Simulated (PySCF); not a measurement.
# [Pt(edt)2]2-: geometry

Wanted: the geometry of [Pt(edt)2]2- (`C1=C[S][Pt-2]2([S]1)[S]C=C[S]2`), by calculation.

The runs use PySCF 2.14.0; the level of theory stands in each step. All values are computed, except where a source is named. Atoms count from 0, in the outputs and in this text.

## (1) The molecule as given

13 atoms, charge -2, multiplicity 1; geometry from: GFN2-xTB. The atoms were then displaced at random by about 0.03 Å, so the start is not that level's minimum.

Bonds of the start (Å): Pt0–S1 2.25, Pt0–S4 2.39, Pt0–S7 2.34, Pt0–S10 2.26, S1–C2 1.75, C2–C3 1.23, C2–H5 1.13, C3–S4 1.86, C3–H6 1.05, S7–C8 1.76, C8–C9 1.35, C8–H11 1.06, C9–S10 1.73, C9–H12 1.06.

## (2) Relaxing the molecule at PBE0-D3(BJ)/def2-SVP

Job settings and geometry (Å):

```
{"job": {"xc": "PBE0", "basis": "def2-SVP", "d3": "d3bj", "grid": 1, "maxiter": 30, "shake": 0.03, "kind": "geom"}, "charge": -2, "multiplicity": 1}
Pt     0.061470    -0.076280     0.011010
S      2.311240     0.017300     0.000310
C      2.622180     1.739230    -0.027680
C      1.840230     2.693330    -0.021150
S      0.017610     2.308030    -0.047420
H      3.726810     1.976690    -0.005940
H      1.982760     3.736450    -0.016140
S     -2.281740    -0.014810    -0.019730
C     -2.688400    -1.729810     0.061310
C     -1.748480    -2.693850     0.039480
S     -0.052640    -2.336310     0.037690
H     -3.720970    -1.960140     0.023880
H     -2.039450    -3.711960    -0.013420
```

On the command line:

```sh
$ OMP_NUM_THREADS=1 python heavy_run.py task.json out
```

This one command runs all jobs of the session in turn.

Output:

```text
step   0  E = -1865.69050875  max force = 0.162503
step   1  E = -1865.71841173  max force = 0.033515
step   2  E = -1865.72056583  max force = 0.027049
step   3  E = -1865.72502873  max force = 0.002710
step   4  E = -1865.72508381  max force = 0.002079
step   5  E = -1865.72511456  max force = 0.000980
step   6  E = -1865.72511956  max force = 0.000093
optimisation converged
```

Run time: 5.6 min. Hardware: 1 thread of AMD EPYC, shared host; peak memory 0.85 GiB.

The steps of the relaxation:

| step | energy from step 0 (eV) | largest force component (eV/Å) |
| --- | --- | --- |
| 0 | 0.0000 | 8.3562 |
| 1 | -0.7593 | 1.7234 |
| 2 | -0.8179 | 1.3909 |
| 3 | -0.9393 | 0.1394 |
| 4 | -0.9408 | 0.1069 |
| 5 | -0.9417 | 0.0504 |
| 6 | -0.9418 | 0.0048 |

Distances of close pairs at the start and the end, largest changes first:

| bond | before (Å) | after (Å) | change (Å) |
| --- | --- | --- | --- |
| C2–C3 | 1.234 | 1.352 | +0.118 |
| C3–S4 | 1.863 | 1.749 | -0.115 |
| Pt0–S1 | 2.252 | 2.356 | +0.104 |
| Pt0–S10 | 2.263 | 2.356 | +0.093 |
| C3–H6 | 1.053 | 1.100 | +0.048 |
| C8–H11 | 1.059 | 1.100 | +0.042 |
| C9–H12 | 1.060 | 1.100 | +0.040 |
| C2–H5 | 1.130 | 1.100 | -0.030 |

The end geometry:

```
Pt    0.0023   -0.0039    0.0015
S     2.3584    0.0101    0.0006
C     2.7066    1.7235   -0.0136
C     1.7553    2.6840   -0.0216
S     0.0386    2.3519   -0.0187
H     3.7713    2.0016   -0.0159
H     2.0436    3.7459   -0.0304
S    -2.3541   -0.0181   -0.0002
C    -2.7018   -1.7314    0.0163
C    -1.7504   -2.6918    0.0259
S    -0.0338   -2.3600    0.0240
H    -3.7663   -2.0102    0.0184
H    -2.0390   -3.7537    0.0360
```

| at the end point | value |
| --- | --- |
| point group (found at 0.08 Å tolerance) | D2h |
| rotational constants (GHz, main isotopes) | 1.346, 0.560, 0.395 |

## (3) Summary of results

| quantity | value |
| --- | --- |
| point group | D2h |
| rotational constants (main isotopes) | 1.35, 0.56, 0.40 GHz |

In words: The start was shaken at random, so part of the energy gained undoes that. Relaxing lowered the energy by 0.942 eV in 6 steps; the close pair that moved most is C2–C3, from 1.234 to 1.352 Å. No frequency check was run at this level, so the end point may be a saddle.
